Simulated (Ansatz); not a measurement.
# GeHPSi: the cost of one run

Computed with Ansatz 0.2.0, Gaussian basis. Level: the settings change from run to run.

39 further runs of the same task are left out: 27 that didn't finish, 12 set aside as unsound or not needed.

**1. The geometry**

The geometry is a PBE0/def2-TZVP stationary point (not a proven minimum) of the parent state, kept for this charge and spin. No spin-orbit coupling is included. The filled d shell of Ge may be among the frozen orbitals whatever the setting's name suggests; the logs give the count.

4 atoms, charge 1, spin multiplicity 4.

Atoms are counted from 1 here; the program's logs count them from 0.

Bond lengths: Ge1–Si2 2.295 Å, Si2–P3 2.078 Å, P3–H4 1.435 Å. Angles: Ge1–Si2–P3 176.1°, Si2–P3–H4 83.2°.

**2. MP2 on UHF/cc-pVDZ**

File in.yaml:

```yaml
crystal:
  periodic: [false, false, false]
  atoms:
    - {symbol: Ge, position_ang: [-0.000001, -0.318403, 2.736058]}
    - {symbol: Si, position_ang: [0.000005, -0.293052, 0.441608]}
    - {symbol: P, position_ang: [-0.000002, -0.410479, -1.633446]}
    - {symbol: H, position_ang: [-0.000003, 1.021934, -1.544221]}
basis:
  gaussian: {orbitals: cc-pVDZ, point_charges: [{charge: -1.00, position_ang: [3.017, -0.785, -0.283]}]}
total_charge: 1
magnetization: {spin_polarized: true, initial_magnetization: 3}
hamiltonian: {pseudopotentials: {relativity: none}}
correlation: {method: mp2, electrons: outside_noble_gas}
accuracy: high
output: {forces: true}
```

On the command line:

```
$ ansatz run in.yaml --threads 1 --pin off --events-out ev --progress --plain --max-ram 2393MiB
```

**Question.** How long does this run take on 1 thread of Intel Xeon at 2.50GHz, shared host, and how much memory does it need?

About 26 s, with a peak of 0.3 GiB.
